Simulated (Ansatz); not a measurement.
This script drives Ansatz's Python interface.

Script `ybrh3c_dfpt.py`:
```python
"""Zone-centre and zone-boundary phonons of YbRh3C by linear response."""

from pathlib import Path

import ansatz as az
import numpy as np

crystal = (
    az.Lattice.of((4.135533, 0.0, 0.0), (0.0, 4.135533, 0.0), (0.0, 0.0, 4.135533))
    .atom("Yb", (0.0, 0.0, 0.0))
    .atom("Rh", (0.0, 0.5, 0.5))
    .atom("Rh", (0.5, 0.5, 0.0))
    .atom("Rh", (0.5, 0.0, 0.5))
    .atom("C", (0.5, 0.5, 0.5))
)

base = (
    crystal.calculation()
    .functional("lda")
    .pseudopotentials("paw")
    .occupations("Gaussian", width=0.05)  # smearing steadies the SCF of a metal
    .scf(tolerance=1e-09)
    .kpoints(8, 8, 8)  # sampling of the Brillouin zone
    .phonons("dfpt", points=[(0, 0, 0), (0.5, 0, 0)])
)
res = base.run(threads=1, runs_dir="runs")
ph = res.phonons

for q in ph.qpoints:
    thz = np.asarray(q.omega_inv_cm) / 33.35641
    print("q = ({:.2f}, {:.2f}, {:.2f})".format(*q.q_frac), np.round(thz, 2) + 0.0, "THz")
```

It is started by `python ybrh3c_dfpt.py`. Estimate its wall time and peak memory on 1 thread of Arm Neoverse V2, with other jobs on the host.

It took about 11 min, with a peak of 1.5 GiB, for 1 run of the engine.

`python ybrh3c_dfpt.py` gives:
```text
DeckWarning: basis.ecutwfc = 420 eV, auto-derived from the records' recommended cutoffs: set by Yb (normal level)
q = (0.00, 0.00, 0.00) [0.   0.   0.   2.9  2.9  2.9  4.09 4.09 4.09 4.23 4.23 4.23 9.77 9.77
 9.77] THz
q = (0.50, 0.00, 0.00) [ 2.35  2.35  2.92  2.92  3.46  3.85  4.17  4.17  4.17  4.24  4.24  5.47
  9.51  9.51 18.17] THz
```
(Warnings from the package without file and line.)

Reading the output:
- Semilocal functionals put the nearly full 4f shell of Yb too close to the Fermi level.
- The cell isn't relaxed first, so the values belong to this volume.
- This cell is a computed structure, which may not be the phase found in nature.
- The structure is taken as given; imaginary modes can come from an unrelaxed or unstable start. Phonons of metals also depend on mesh and smearing.
